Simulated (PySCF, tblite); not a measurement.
# C₄H₁₀GeO: geometry, infrared bands and NMR shifts

What infrared bands and NMR shifts should C₄H₁₀GeO (`C1C[CH2][GeH2][O]C1`) show?

Computed with tblite 0.8.0 and PySCF 2.14.0, with density-fitted response routines of our own, on a single molecule in the gas phase. Atoms are numbered from 0 throughout.

### Step 1. Starting geometry

16 atoms, charge 0, multiplicity 1; geometry from: force field or distance geometry start.

Bonds of the start (Å): C0–C1 1.53, C1–C2 1.55, C2–Ge3 1.95, Ge3–O4 1.80, O4–C5 1.42, C5–C0 1.54, C0–H6 1.11, C0–H7 1.11, C1–H8 1.12, C1–H9 1.10, C2–H10 1.11, C2–H11 1.10, Ge3–H12 1.55, Ge3–H13 1.55, C5–H14 1.12, C5–H15 1.10.

### Step 2. Geometry optimisation with GFN2-xTB

Job settings and geometry (Å):

```
{"job": {"kind": "relax", "xc": "GFN2-xTB", "basis": "xTB"}, "charge": 0, "multiplicity": 1}
C     -1.348800    -0.002600     0.310500
C     -0.476300    -1.204200    -0.044600
C      0.972600    -1.037800     0.466000
Ge     1.633900     0.698700    -0.131300
O      0.272200     1.830400     0.175300
C     -0.896500     1.282000    -0.411100
H     -1.366400     0.169100     1.407100
H     -2.391700    -0.222300    -0.002300
H     -0.898300    -2.123700     0.432300
H     -0.470600    -1.365600    -1.131700
H      0.980400    -1.069900     1.571000
H      1.606600    -1.846400     0.064900
H      2.870100     1.103500     0.720200
H      1.970300     0.643200    -1.638900
H     -1.703100     2.046500    -0.310200
H     -0.762100     1.108200    -1.488500
```

Started as:

```bash
OMP_NUM_THREADS=1 python probes_run.py task.json out
```

The driver reads the jobs from task.json and runs them one after another.

**Question.** This job is followed by: GFN2-xTB harmonic vibrations, gas phase; GIAO PBE0/pcSseg-1 NMR shielding, non-relativistic, gas phase. What will the session give for the following? strongest single infrared mode (GFN2-xTB); zero-point energy (GFN2-xTB); ¹³C shifts against TMS (PBE0/pcSseg-1); ¹H shifts against TMS (PBE0/pcSseg-1, means over atoms taken as alike); ⁷³Ge shifts against GeMe4 (PBE0/pcSseg-1); ¹⁷O shifts against H2O (PBE0/pcSseg-1).

As calculated:

```
                                                              quantity                             value
                             strongest single infrared mode (GFN2-xTB)             2005 cm⁻¹, 448 km/mol
                                          zero-point energy (GFN2-xTB)                     80.6 kcal/mol
                                ¹³C shifts against TMS (PBE0/pcSseg-1)        72.4, 35.4, 27.9, 17.4 ppm
¹H shifts against TMS (PBE0/pcSseg-1, means over atoms taken as alike)  5.02, 4.13, 1.98, 1.51, 1.19 ppm
                             ⁷³Ge shifts against GeMe4 (PBE0/pcSseg-1)                           -31 ppm
                                ¹⁷O shifts against H2O (PBE0/pcSseg-1)                          19.8 ppm
```

What this shows: Relaxing lowered the energy by 0.225 eV in 47 steps; the close pair that moved most is Ge3–H12, from 1.555 to 1.500 Å. All 42 modes are real, so the xTB geometry is a minimum. The strongest single mode, at 2005 cm⁻¹, moves mainly H12. Unscaled tight-binding wavenumbers are off by several per cent, some by more. Its intensities can rank the bands wrongly. At PBE0/pcSseg-1: The widest tensor belongs to Ge3: span 228 ppm, with a paramagnetic part of -1393 ppm. Spin-orbit coupling is left out, which matters for shieldings and couplings at and beside the heavy atoms.
